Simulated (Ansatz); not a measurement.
# CuPtSO: the cost of one run

Method: reference: DFT r2SCAN, plane waves, PAW, scalar-relativistic, collinear spin, in Ansatz 0.2.0.

1 further run of the same task is left out (it didn't finish).

### 1 The system as given

The structure is tetragonal, space group P4/nmm (No. 129). The conventional cell has a = 3.584 Å, b = 3.584 Å, c = 7.706 Å, α = 90.00°, β = 90.00°, γ = 90.00°. Pt (site symmetry 4mm) has 4 O at 2.11 Å as nearest neighbours. Around Cu (site symmetry -4m2) lie 4 S at 2.20 Å. O (site symmetry -4m2) is surrounded by 4 Pt at 2.11 Å. S (site symmetry 4mm) is surrounded by 4 Cu at 2.20 Å.

Coordinates:

```cif
data_structure
_symmetry_space_group_name_H-M 'P4/nmm:1'
_symmetry_Int_Tables_number 129
_cell_length_a 3.5839
_cell_length_b 3.5839
_cell_length_c 7.7064
_cell_angle_alpha 90.000
_cell_angle_beta 90.000
_cell_angle_gamma 90.000
_cell_volume 98.98
loop_
_atom_site_label
_atom_site_type_symbol
_atom_site_symmetry_multiplicity
_atom_site_Wyckoff_symbol
_atom_site_fract_x
_atom_site_fract_y
_atom_site_fract_z
_atom_site_occupancy
Pt1 Pt 2 c 0.50000 0.00000 0.14440 1
Cu1 Cu 2 b 0.50000 0.50000 0.50000 1
O1 O 2 a 0.50000 0.50000 0.00000 1
S1 S 2 c 0.50000 0.00000 0.66600 1
```

### 2 Baseline

input.yaml reads:

```yaml
crystal:
  lattice:
    - [3.58390069, 0.0, 0.0]
    - [0.0, 3.58390069, 0.0]
    - [0.0, 0.0, 7.70635547]
  atoms:
    - { symbol: Pt, position: [0.25, 0.25, 0.1444] }
    - { symbol: Pt, position: [0.75, 0.75, 0.8556] }
    - { symbol: Cu, position: [0.25, 0.75, 0.5] }
    - { symbol: Cu, position: [0.75, 0.25, 0.5] }
    - { symbol: O, position: [0.25, 0.75, 0.0] }
    - { symbol: O, position: [0.75, 0.25, 0.0] }
    - { symbol: S, position: [0.25, 0.25, 0.666] }
    - { symbol: S, position: [0.75, 0.75, 0.334] }
kpoints:
  mp_grid: { grid: [5, 5, 3], shift: [0, 0, 0] }
magnetization:
  spin_polarized: true
scf:
  occupations: { method: fermi_dirac }
hamiltonian:
  pseudopotentials: { kind: paw }
  xc: r2scan
basis:
  ecutwfc: 500
output:
  forces: true
  stress: true
  eigenvalues: true
```

Launch:

```sh
$ ansatz run input.yaml --threads 1 --pin off --max-ram 2560MiB --backend cpu --events-out ev --progress --plain --runs-dir out
```

What time and memory should one allow on 1 thread of Intel Xeon 6975P-C (Granite Rapids), shared host?

About 20 s, with a peak of 0.75 GiB.
